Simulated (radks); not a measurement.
# The Coulomb parameter U of the 4d shell of Ru³⁺

The task here is to estimate one member of a computed series from the others.

Method: Dirac Kohn-Sham, PBEsol, spin-unpolarised, spherical densities, point nucleus; open shells are shared between the two j in proportion to 2j + 1. Code: radks (a radial shooting solver on a logarithmic mesh, Libxc functionals) version 1.

**Starting point**

| Item | Value |
| --- | --- |
| element | ruthenium (Z = 44) |
| charge | +3 |
| electrons | 41 |
| configuration | [Kr] 4d4 5s1 |

The outer shells:

Ru³⁺
```
[Kr] core
4d [↑ ][↑ ][↑ ][↑ ][  ]
5s [↑ ]
```

The first run:

Settings of this run:

```text
Z 44
configuration [Kr] 4d4 5s1
relativity Dirac
functional pbe_sol,pbe_sol
spin unpolarised
j_filling average
nucleus point
c 137.035999084
```

Among the steps run: Start: [Kr] 4d4 5s1.

One table of the session follows, with a row left open; its other results are not shown here.

It belongs to the step «Start: [Kr] 4d4 5s1». From the orbitals of this run (lengths in bohr):

```
level     <r>  outermost maximum (interpolated)  90 % within  nodes
3d3/2  0.3820                             0.299        0.608      0
3d5/2       ?                                 ?            ?      ?
4s1/2   1.005                             0.910         1.46      3
4p1/2   1.080                             0.958         1.59      2
4p3/2   1.107                             0.982         1.63      2
4d3/2   1.390                              1.15         2.14      1
4d5/2   1.402                              1.16         2.16      1
5s1/2   2.462                              2.25         3.52      4
```

**Question.** Estimate the row for 3d5/2.

The run gave: <r>: 0.3855; outermost maximum (interpolated): 0.302; 90 % within: 0.613; nodes: 0. In the column «<r>» it lies between 3d3/2 (0.3820) and 4s1/2 (1.005).
